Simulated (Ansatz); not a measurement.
# Sr (Strontium): structure and electronic properties

One table from this session's results is given with a row withheld; the runs are named, their logs left out.

Method: DFT r2SCAN, scalar-relativistic, plane waves, PAW, in Ansatz 0.2.0.

## The structure to begin with

It takes space group Fm-3m (No. 225, cubic). The conventional cell has a = 6.085 Å, b = 6.085 Å, c = 6.085 Å, α = 90.00°, β = 90.00°, γ = 90.00°. Around Sr (site symmetry m-3m) lie 12 Sr at 4.30 Å.

Coordinates:

```cif
data_structure
_symmetry_space_group_name_H-M 'Fm-3m'
_symmetry_Int_Tables_number 225
_cell_length_a 6.0847
_cell_length_b 6.0847
_cell_length_c 6.0847
_cell_angle_alpha 90.000
_cell_angle_beta 90.000
_cell_angle_gamma 90.000
_cell_volume 225.28
loop_
_atom_site_label
_atom_site_type_symbol
_atom_site_symmetry_multiplicity
_atom_site_Wyckoff_symbol
_atom_site_fract_x
_atom_site_fract_y
_atom_site_fract_z
_atom_site_occupancy
Sr1 Sr 4 a 0.00000 0.00000 0.00000 1
```

The structure comes from the Crystallography Open Database.

Set-up of the first run:

(A quick probe on a coarse mesh, which set the mesh and smearing, is not shown.)

Contents of input.yaml:

```yaml
crystal:
  lattice:
    - [0.0, 3.04235, 3.04235]
    - [3.04235, 0.0, 3.04235]
    - [3.04235, 3.04235, 0.0]
  atoms:
    - { symbol: Sr, position: [0.0, 0.0, 0.0] }
basis:
  ecutwfc: 500
kpoints:
  mp_grid: { grid: [12, 12, 12] }
hamiltonian:
  xc: r2scan
scf:
  occupations: { method: gaussian, width: 0.1 }
output:
  forces: true
  stress: true
  eigenvalues: true
  write_density: true
  write_potential: true
  elf: true
  volumetric_format: npy
relax:
  adjacent_minimum: "off"
  f_tol: 0.005
  max_steps: 80
  cell: { stress_tol: 0.05 }
```

Command:

```console
$ ansatz run input.yaml --threads 1 --pin off --max-ram 2560MiB --backend cpu --events-out ev --progress --plain --runs-dir out
```

Steps of the session up to this table: The relaxation; Bands, states and charges; Volume × 0.97; Volume × 1.03; Volume × 0.94; Point at V/V0 = 1.06.

One table of the session follows, with a row left open; its other results are not shown here.

It belongs to the step «Fit of the equation of state». 

| volume (Å³/atom) | energy above the lowest point (meV/atom) | pressure (GPa) |
| --- | --- | --- |
| 53.334 | 7.4 | 0.77 |
| 55.036 | ? | ? |
| 56.738 | 0.0 | 0.00 |
| 58.440 | 1.8 | -0.33 |
| 60.143 | 6.8 | -0.62 |

**Question.** Estimate the row for volume (Å³/atom) = 55.036.

Worked estimate for «energy above the lowest point (meV/atom)». A straight line through the neighbours (53.334, 7.4) and (56.738, 0.0) gives 7.4 + (0.0 − 7.4) × (55.036 − 53.334) / (56.738 − 53.334) = 3.7; a parabola fitted to 3 rows on both sides gives 1.9.

As computed: energy above the lowest point (meV/atom): 1.8; pressure (GPa): 0.36. In «energy above the lowest point (meV/atom)» the line misses by +1.9 and the parabola by +0.1.
